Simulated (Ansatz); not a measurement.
# Li6ZrN: the cost of one run

Computed with Ansatz 0.2.0 (DFT PBE, scalar-relativistic, plane waves, PAW, unless a step names another level, unless a step's input says otherwise).

1 further run of the same task is left out (it didn't finish). Runs told in other sessions of the task aren't counted.

### Step 1. Starting point

Symmetry: P4/nmm, No. 129, tetragonal system. The conventional cell has a = 3.217 Å, b = 3.217 Å, c = 27.755 Å, α = 90.00°, β = 90.00°, γ = 90.00°. Li (site symmetry 4mm) is surrounded by 12 Li at 2.93 to 3.22 Å. Around Li (site symmetry 4mm) lie 12 Li at 2.99 to 3.22 Å. Li (site symmetry 4mm) is surrounded by 1 N at 2.03 Å. Li (site symmetry 4mm) has 12 Li at 3.01 to 3.22 Å in its first shell of neighbours. Around Li (site symmetry 4mm) lie 12 Li at 3.00 to 3.22 Å. Zr (site symmetry 4mm) has 5 N at 2.22 to 2.27 Å in its first shell of neighbours. N (site symmetry 4mm) has 1 Li at 2.03 Å and 5 Zr at 2.22 to 2.27 Å in its first shell of neighbours.

As a file:

```cif
data_structure
_symmetry_space_group_name_H-M 'P4/nmm:1'
_symmetry_Int_Tables_number 129
_cell_length_a 3.2168
_cell_length_b 3.2168
_cell_length_c 27.7553
_cell_angle_alpha 90.000
_cell_angle_beta 90.000
_cell_angle_gamma 90.000
_cell_volume 287.21
loop_
_atom_site_label
_atom_site_type_symbol
_atom_site_symmetry_multiplicity
_atom_site_Wyckoff_symbol
_atom_site_fract_x
_atom_site_fract_y
_atom_site_fract_z
_atom_site_occupancy
Li1 Li 2 c 0.00000 0.50000 0.82031 1
Li2 Li 2 c 0.00000 0.50000 0.67734 1
Li3 Li 2 c 0.50000 0.00000 0.88690 1
Li4 Li 2 c 0.50000 0.00000 0.74738 1
Li5 Li 2 c 0.50000 0.00000 0.60633 1
Li6 Li 2 c 0.50000 0.00000 0.46488 1
Zr1 Zr 2 c 0.50000 0.00000 0.04000 1
N1 N 2 c 0.50000 0.00000 0.95994 1
```

It came out lowest among 22 distinct ends of the trial cells. At a tolerance of 0.05 Å it has space group P4/nmm (No. 129).

### Step 2. Kick test: the unmoved cell on a coarse mesh

input.yaml reads:

```yaml
crystal:
  lattice:
    - [3.2168257527, 0.0, 0.0]
    - [0.0, 3.2168257527, 0.0]
    - [0.0, 0.0, 27.7553005643]
  atoms:
    - { symbol: Li, position: [0.0, 0.5, 0.8203071962] }
    - { symbol: Li, position: [0.0, 0.5, 0.6773423388] }
    - { symbol: Li, position: [0.5, 0.0, 0.1796928038] }
    - { symbol: Li, position: [0.5, 0.0, 0.3226576612] }
    - { symbol: Li, position: [0.5, 0.0, 0.8868985762] }
    - { symbol: Li, position: [0.0, 0.5, 0.1131014238] }
    - { symbol: Li, position: [0.5, 0.0, 0.7473800774] }
    - { symbol: Li, position: [0.5, 0.0, 0.6063332675] }
    - { symbol: Li, position: [0.5, 0.0, 0.4648778288] }
    - { symbol: Li, position: [0.0, 0.5, 0.3936667325] }
    - { symbol: Li, position: [0.0, 0.5, 0.2526199226] }
    - { symbol: Li, position: [0.0, 0.5, 0.5351221712] }
    - { symbol: Zr, position: [0.5, 0.0, 0.0399978558] }
    - { symbol: Zr, position: [0.0, 0.5, 0.9600021442] }
    - { symbol: "N", position: [0.5, 0.0, 0.9599360555] }
    - { symbol: "N", position: [0.0, 0.5, 0.0400639445] }
basis:
  ecutwfc: 420
kpoints:
  mp_grid: { grid: [6, 6, 1] }
hamiltonian:
  xc: pbe
scf:
  occupations: { method: gaussian, width: 0.2 }
  lower_state_search: "off"
output:
  forces: true
  stress: true
  eigenvalues: true
```

Started as:

```
> ansatz run input.yaml --threads 1 --pin off --max-ram 2560MiB --backend cpu --events-out ev --progress --plain --runs-dir out
```

**Question.** How long does this run take on 1 thread of Intel Xeon Platinum 8259CL at 2.50GHz (Skylake/Cascade Lake), shared host, and how much memory does it need?

About 13 s, with a peak of 0.6 GiB.
